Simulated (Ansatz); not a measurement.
**CH2FNSi: basis-set convergence**

The task here is to estimate one member of a computed series from the others.

Method: one geometry, several basis sets; program: Ansatz 0.2.0, Gaussian basis.

Plan: PBE0-D4/def2-SVP; ωB97M-V/def2-SVP; PBE0-D4/def2-QZVPP; ωB97M-V/def2-QZVPP; the functionals' def2-TZVPP values are taken from earlier runs.

**Structure used throughout**

The geometry comes from an earlier relaxation with PBE0-D4 in a triple-zeta def2 set; it is a stationary point.

SMILES `FC1=N[SiH2]1`, 6 atoms, charge 0, spin multiplicity 1.

Atoms are counted from 1 here; the program's logs count them from 0.

Bond lengths: F1–C2 1.314 Å, C2–N3 1.261 Å, C2–Si4 1.766 Å, N3–Si4 1.801 Å, Si4–H5 1.477 Å, Si4–H6 1.477 Å. Angles: F1–C2–N3 128.8°, F1–C2–Si4 160.4°, N3–C2–Si4 70.8°, C2–N3–Si4 67.8°, C2–Si4–N3 41.4°, C2–Si4–H5 122.2°, C2–Si4–H6 122.2°, N3–Si4–H5 118.8°, N3–Si4–H6 118.8°, H5–Si4–H6 113.7°.

The first run:

The input, in.yaml:

```yaml
crystal:
  periodic: [false, false, false]
  atoms:
    - {symbol: F, position_ang: [1.423081, -1.608338, 0.851535]}
    - {symbol: C, position_ang: [0.512982, -0.815358, 0.333647]}
    - {symbol: N, position_ang: [-0.624058, -1.110874, -0.124507]}
    - {symbol: Si, position_ang: [-0.284402, 0.654599, -0.233932]}
    - {symbol: H, position_ang: [0.001747, 1.243412, -1.557545]}
    - {symbol: H, position_ang: [-0.987252, 1.572658, 0.684601]}
basis:
  gaussian: {orbitals: def2-SVP}
hamiltonian: {xc: pbe0, dispersion: d4}
output: {orbitals: {seedname: orbitals}}
```

The run is started by

```console
ansatz run in.yaml --threads 2 --pin off --events-out ev --progress --plain --max-ram 4352MiB
```

Among the steps run: PBE0-D4 in def2-SVP; ωB97M-V in def2-SVP; PBE0-D4 in def2-QZVPP; ωB97M-V in def2-QZVPP.

One of the session's tables, all rows but one given; the rest of the session is left out.

It belongs to the step «Density functionals: the series». 

| functional | basis | HOMO (eV) |
| --- | --- | --- |
| PBE0-D4 | def2-SVP | -7.48 |
| PBE0-D4 | def2-TZVPP | -7.56 |
| PBE0-D4 | def2-QZVPP | -7.60 |
| ωB97M-V | def2-SVP | -9.69 |
| ωB97M-V | def2-TZVPP | ? |
| ωB97M-V | def2-QZVPP | -9.84 |

**Question.** Estimate the row for ωB97M-V, def2-TZVPP.

As computed: HOMO (eV): -9.80. In the column «HOMO (eV)» it lies between ωB97M-V, def2-QZVPP (-9.84) and ωB97M-V, def2-SVP (-9.69).
